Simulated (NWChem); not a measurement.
**the pair H2S···SiH2O2: a chain of runs**

We compute a single-point energy (singlet SiH4SO2, CAM-B3LYP-D3(BJ)/STO-3G), then a single-point energy (singlet H2S, CAM-B3LYP-D3(BJ)/STO-3G), then the energy (singlet SiH2O2, CAM-B3LYP-D3(BJ)/STO-3G), then a single-point energy (singlet H2S, CAM-B3LYP-D3(BJ)/STO-3G), then the energy (singlet SiH2O2, CAM-B3LYP-D3(BJ)/STO-3G) of H4O2SSi and its partners. 

The results are computed with NWChem 7.3.0.

## Step 1: The structure to begin with

SiH4SO2 has 8 atoms, charge 0, and is taken as a singlet. The two molecules were placed rigidly side by side, at 1 times their contact distance; the pair isn't optimised.

Bond lengths: O4–Si5 1.642 Å, Si5–O6 1.663 Å, S1–H2 1.341 Å, S1–H3 1.341 Å, O4–H7 0.964 Å, O6–H8 0.960 Å. Angles: O4–Si5–O6 99.4°, Si5–O4–H7 117.5°, Si5–O6–H8 116.1°, H2–S1–H3 92.3°.

## Step 2: The energy at CAM-B3LYP-D3(BJ)/STO-3G (run 1)

Contents of input.nw:

```
start input
title "H4O2SSi CAM-B3LYP"
memory 2200 mb

geometry units bohr noautosym nocenter noautoz
  S   0.93635929 -0.53025715  0.46090420
  H   0.18500419  1.88537975  0.30689152
  H  -1.12136348 -1.35512260 -0.76779572
  O   4.29538528 -5.47774912 -6.77045407
  Si  1.37350964 -6.48720302 -6.50239642
  O   0.09270996 -3.98201199 -5.10369673
  H   4.67040143 -3.81223900 -6.13633757
  H  -1.67796342 -4.09855140 -4.72605386
end

basis spherical bse
  * library STO-3G
end

dft
  xc xcamb88 1.00 lyp 0.81 vwn_5 0.19 hfexch 1.00
  cam 0.33 cam_alpha 0.19 cam_beta 0.46
  disp vdw 4
  grid fine
  convergence energy 1e-08
  direct
  iterations 100
  mulliken
  print low
end

task dft energy
```

Run with:

```bash
$ nwchem input.nw > input.out
```

Standard output (excerpt; [...] marks lines left out):

```text
[...]
 d= 0,ls=0.0,diis     1   -830.3813684954 -1.02D+03  5.10D-02  7.60D-01     0.9
[...]
 d= 0,ls=0.0,diis     9   -830.5189299827 -1.59D-09  2.79D-06  3.50D-09     5.9
         Total DFT energy =     -830.518929982718
      One electron energy =    -1526.036036336563
           Coulomb energy =      575.149295562404
    Exchange-Corr. energy =      -65.621647990656
 Nuclear repulsion energy =      185.993330580335
    Dispersion correction =       -0.003871798238
[...]
      Total Density - Mulliken Population Analysis
     ---------------------------------------------
    Atom       Charge   Shell Charges
 -----------   ------   -------------------------------------------------------
    1 S   16    15.96   2.00  2.00  5.95  1.87  4.15
    2 H    1     1.02   1.02
    3 H    1     1.02   1.02
    4 O    8     8.43   2.00  1.84  4.59
    5 Si  14    13.49   2.00  1.99  5.87  1.75  1.87
    6 O    8     8.44   2.00  1.83  4.61
    7 H    1     0.82   0.82
    8 H    1     0.82   0.82
[...]
```

It took 6.6 s on 1 thread of Intel Xeon Platinum 8259CL at 2.50GHz (Skylake/Cascade Lake), shared host; peak memory 0.12 GiB.

## Step 3: H2S: the energy at CAM-B3LYP-D3(BJ)/STO-3G (run 2)

Contents of calc.nw:

```
start calc
memory 2200 mb

geometry units angstroms noautosym nocenter noautoz
  S     0.495500   -0.280600    0.243900
  H     0.097900    0.997700    0.162400
  H    -0.593400   -0.717100   -0.406300
end

basis spherical bse
  * library STO-3G
end

dft
  xc xcamb88 1.00 lyp 0.81 vwn_5 0.19 hfexch 1.00
  cam 0.33 cam_alpha 0.19 cam_beta 0.46
  disp vdw 4
  grid fine
  convergence energy 1e-08
  direct
  iterations 100
  mulliken
  noprint "final vectors analysis"
end

task dft
```

Run with:

```bash
$ nwchem calc.nw > calc.out
```

Standard output (excerpt; [...] marks lines left out):

```text
[...]
          Wavefunction type:  closed shell.
          No. of atoms     :     3
          No. of electrons :    18
[...]
          Charge           :     0
          Spin multiplicity:     1
[...]
          AO basis - number of functions:    11
[...]
              XC Information
              --------------
                     Hartree-Fock (Exact) Exchange  1.000
                   CAM-Becke88 Exchange Functional  1.000
                      VWN V Correlation Functional  0.190 local
              Lee-Yang-Parr Correlation Functional  0.810
[...]
 d= 0,ls=0.0,diis     1   -394.9140455382 -4.08D+02  4.92D-02  1.13D-01     0.2
[...]
 d= 0,ls=0.0,diis     5   -394.9328474890 -5.85D-09  2.75D-06  1.12D-10     0.5
         Total DFT energy =     -394.932847489040
      One electron energy =     -573.859334341709
           Coulomb energy =      192.556916336096
    Exchange-Corr. energy =      -26.528956964598
 Nuclear repulsion energy =       12.899080413221
    Dispersion correction =       -0.000552932050
[...]
      Total Density - Mulliken Population Analysis
     ---------------------------------------------
    Atom       Charge   Shell Charges
 -----------   ------   -------------------------------------------------------
    1 S   16    15.96   2.00  2.00  5.95  1.87  4.15
    2 H    1     1.02   1.02
    3 H    1     1.02   1.02
[...]
```

Wall time 1.5 s (1 thread of Intel Xeon Platinum 8259CL at 2.50GHz (Skylake/Cascade Lake), shared host); peak memory 0.11 GiB.

## Step 4: SiH2O2: the energy at CAM-B3LYP-D3(BJ)/STO-3G (run 3)

Contents of h2o2si.nw:

```
START h2o2si
TITLE "H2O2Si"
memory 2200 mb
charge 0
GEOMETRY units angstrom noautosym nocenter noautoz
   O        2.273020      -2.898700      -3.582770
   Si       0.726830      -3.432880      -3.440920
   O        0.049060      -2.107190      -2.700760
   H        2.471470      -2.017350      -3.247210
   H       -0.887940      -2.168860      -2.500920
END
BASIS spherical bse
   * library STO-3G
END
DFT
   xc xcamb88 1.00 lyp 0.81 vwn_5 0.19 hfexch 1.00
   cam 0.33 cam_alpha 0.19 cam_beta 0.46
   disp vdw 4
   grid fine
   convergence energy 1e-08
   direct
   maxiter 100
   mulliken
   print low
END
TASK dft energy
```

Run with:

```bash
$ nwchem h2o2si.nw > h2o2si.out
```

Standard output (excerpt; [...] marks lines left out):

```text
[...]
 d= 0,ls=0.0,diis     1   -435.4664986667 -5.39D+02  7.31D-02  6.42D-01     0.4
[...]
 d= 0,ls=0.0,diis     8   -435.5847287270 -1.51D-09  2.67D-06  9.41D-10     2.1
         Total DFT energy =     -435.584728727001
      One electron energy =     -813.282284226751
           Coulomb energy =      313.145479908084
    Exchange-Corr. energy =      -39.092196839925
 Nuclear repulsion energy =      103.646229860312
    Dispersion correction =       -0.001957428719
[...]
      Total Density - Mulliken Population Analysis
     ---------------------------------------------
    Atom       Charge   Shell Charges
 -----------   ------   -------------------------------------------------------
    1 O    8     8.43   2.00  1.84  4.59
    2 Si  14    13.49   2.00  1.99  5.87  1.75  1.87
    3 O    8     8.44   2.00  1.83  4.61
    4 H    1     0.82   0.82
    5 H    1     0.81   0.81
[...]
```

Wall time 2.7 s (1 thread of Intel Xeon Platinum 8259CL at 2.50GHz (Skylake/Cascade Lake), shared host); peak memory 0.12 GiB.

## Step 5: H2S among ghost functions: a single-point energy at CAM-B3LYP-D3(BJ)/STO-3G (with ghost functions) (run 4)

Contents of nw.nw:

```
start nw
title "H2S energy"
memory stack 880 mb heap 220 mb global 1100 mb
geometry units angstroms noautosym nocenter noautoz
  S      0.495500    -0.280600     0.243900
  H      0.097900     0.997700     0.162400
  H     -0.593400    -0.717100    -0.406300
  bqO      2.273020    -2.898700    -3.582770
  bqSi     0.726830    -3.432880    -3.440920
  bqO      0.049060    -2.107190    -2.700760
  bqH      2.471470    -2.017350    -3.247210
  bqH     -0.887940    -2.168860    -2.500920
end
basis spherical bse
  S library STO-3G
  H library STO-3G
  bqO library O STO-3G
  bqSi library Si STO-3G
  bqH library H STO-3G
end
dft
  xc xcamb88 1.00 lyp 0.81 vwn_5 0.19 hfexch 1.00
  cam 0.33 cam_alpha 0.19 cam_beta 0.46
  disp vdw 4
  grid fine
  convergence energy 1e-08
  direct
  maxiter 100
  mulliken
  print low
end
task dft energy
```

Run with:

```bash
$ nwchem nw.nw > nw.out
```

Standard output (excerpt; [...] marks lines left out):

```text
[...]
 d= 0,ls=0.0,diis     1   -394.9141717185 -4.08D+02  1.69D-02  1.13D-01     0.7
[...]
 d= 0,ls=0.0,diis     5   -394.9329673201 -6.11D-09  9.37D-07  1.13D-10     2.6
         Total DFT energy =     -394.932967320132
      One electron energy =     -573.855595975320
           Coulomb energy =      192.552697723467
    Exchange-Corr. energy =      -26.528596549450
 Nuclear repulsion energy =       12.899080413221
    Dispersion correction =       -0.000552932050
[...]
      Total Density - Mulliken Population Analysis
     ---------------------------------------------
    Atom       Charge   Shell Charges
 -----------   ------   -------------------------------------------------------
    1 S   16    15.96   2.00  2.00  5.95  1.87  4.15
    2 H    1     1.02   1.02
    3 H    1     1.02   1.02
    4 X    0    -0.00  -0.00 -0.00 -0.00
    5 X    0     0.00   0.00  0.00 -0.00  0.00  0.00
    6 X    0     0.00   0.00  0.00  0.00
    7 X    0     0.00   0.00
    8 X    0     0.00   0.00
[...]
```

Wall time 3.3 s (1 thread of Intel Xeon Platinum 8259CL at 2.50GHz (Skylake/Cascade Lake), shared host); peak memory 0.12 GiB.

## Step 6: SiH2O2 among ghost functions: a single-point energy at CAM-B3LYP-D3(BJ)/STO-3G (with ghost functions) (run 5)

Contents of job.nw:

```
START job
memory stack 880 mb heap 220 mb global 1100 mb

GEOMETRY units angstrom noautosym nocenter noautoz
O        2.273020      -2.898700      -3.582770
Si       0.726830      -3.432880      -3.440920
O        0.049060      -2.107190      -2.700760
H        2.471470      -2.017350      -3.247210
H       -0.887940      -2.168860      -2.500920
bqS      0.495500    -0.280600     0.243900
bqH      0.097900     0.997700     0.162400
bqH     -0.593400    -0.717100    -0.406300
END

BASIS spherical bse
O library STO-3G
Si library STO-3G
H library STO-3G
bqS library S STO-3G
bqH library H STO-3G
END

DFT
xc xcamb88 1.00 lyp 0.81 vwn_5 0.19 hfexch 1.00
cam 0.33 cam_alpha 0.19 cam_beta 0.46
disp vdw 4
grid fine
convergence energy 1e-08
direct
maxiter 100
mulliken
print low
END

TASK dft energy
```

Run with:

```bash
$ nwchem job.nw > job.out
```

Standard output (excerpt; [...] marks lines left out):

```text
[...]
 d= 0,ls=0.0,diis     1   -435.4669469032 -5.39D+02  4.80D-02  6.42D-01     0.8
[...]
 d= 0,ls=0.0,diis     8   -435.5851006226 -1.51D-09  1.75D-06  9.51D-10     4.7
         Total DFT energy =     -435.585100622578
      One electron energy =     -813.275674234339
           Coulomb energy =      313.137875341515
    Exchange-Corr. energy =      -39.091574161346
 Nuclear repulsion energy =      103.646229860312
    Dispersion correction =       -0.001957428719
[...]
      Total Density - Mulliken Population Analysis
     ---------------------------------------------
    Atom       Charge   Shell Charges
 -----------   ------   -------------------------------------------------------
    1 O    8     8.43   2.00  1.84  4.59
    2 Si  14    13.49   2.00  1.99  5.87  1.75  1.87
    3 O    8     8.44   2.00  1.83  4.61
    4 H    1     0.82   0.82
    5 H    1     0.81   0.81
    6 X    0     0.00   0.00  0.00 -0.00  0.00  0.00
    7 X    0     0.00   0.00
    8 X    0     0.00   0.00
[...]
```

It took 5.4 s on 1 thread of Intel Xeon Platinum 8259CL at 2.50GHz (Skylake/Cascade Lake), shared host; peak memory 0.12 GiB.

## Step 7: Summary of results

| quantity | value |
| --- | --- |
| run 1, CAM-B3LYP-D3(BJ)/STO-3G: total energy | -830.51893 Eh |
| run 1, CAM-B3LYP-D3(BJ)/STO-3G: dispersion energy | -10.17 kJ/mol |
| H2S: total energy | -394.93285 Eh |
| H2S: dipole moment | 1.07 D |
| H2S: dispersion energy | -1.45 kJ/mol |
| SiH2O2: total energy | -435.58473 Eh |
| SiH2O2: dispersion energy | -5.14 kJ/mol |
| H2S among ghost functions: total energy | -394.93297 Eh |
| H2S among ghost functions: dispersion energy | -1.45 kJ/mol |
| SiH2O2 among ghost functions: total energy | -435.58510 Eh |
| SiH2O2 among ghost functions: dispersion energy | -5.14 kJ/mol |
| interaction energy of the rigid parts H2S and SiH2O2 (parts in their own basis; closest atoms 2.57 Å apart) | -0.037 eV |
| interaction energy of the rigid parts H2S and SiH2O2 (parts in the whole basis, counterpoise; closest atoms 2.57 Å apart) | -0.023 eV |

In words: The interaction energy of the rigid parts H2S and SiH2O2 (parts in their own basis; closest atoms 2.57 Å apart) is −0.04 eV (−0.8 kcal/mol): the parts attract. Without counterpoise this holds the superposition error of the basis. The interaction energy of the rigid parts H2S and SiH2O2 (parts in the whole basis, counterpoise; closest atoms 2.57 Å apart) is −0.02 eV (−0.5 kcal/mol): the parts attract. The basis-set superposition error is 1.3 kJ/mol. Mulliken charges (SiH2O2) run from -0.44 on O3 to +0.51 on Si2; they depend strongly on the basis.
